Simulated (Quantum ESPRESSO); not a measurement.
# GaF: zone-centre phonons under several settings

```
Ga F
1.0
     3.16592    0.00000    0.00000
     0.00000    3.16592    0.00000
     0.00000    0.00000    3.16592
Ga F
1 1
Direct
  0.00000 0.00000 0.00000
  0.50000 0.50000 0.50000
```

The cell was built by a generator and needn't be a form met in nature.

All runs used Quantum ESPRESSO 7.5; potentials JTH 2.0 PBE; k mesh 6 × 6 × 6, shifted; relaxed cell; no spin polarisation; cutoff 707 eV; occupations smeared at first, fixed for the response.

| level | volume (Å³/atom) | pressure (GPa) | lowest optical mode without the field (cm⁻¹) | sum of the Born charges (e) |
| --- | --- | --- | --- | --- |
| PBE | 15.63 | 0.0 | 134i | 0.07 |
| PBE+D2 | ? | 0.0 | ? | ? |
| PBE+D3(BJ) | 16.55 | -0.1 | 102i | 0.05 |
| rPW86PBE+rVV10 | 15.54 | 0.0 | 119i | 0.07 |
| rev-vdW-DF2 | 15.26 | 0.0 | 128i | 0.07 |

Q: What stands in the row left open?

A: Volume 15.93 Å³/atom; lowest optical mode without the field 149i cm⁻¹; sum of the Born charges 0.07 e.

Values marked i are imaginary: the cell is unstable against those modes at that level, or the meshes are too thin.

Caveats: some modes are imaginary; the potentials were made for another functional, which shifts forces and pressure (some runs).

For the row left open. Caveat: the mesh is thin for the dielectric tensor, Born charges and intensities, which usually come out too large; some modes are imaginary; the Born charges break their sum rule by 0.07 e, a sign of too thin a mesh.
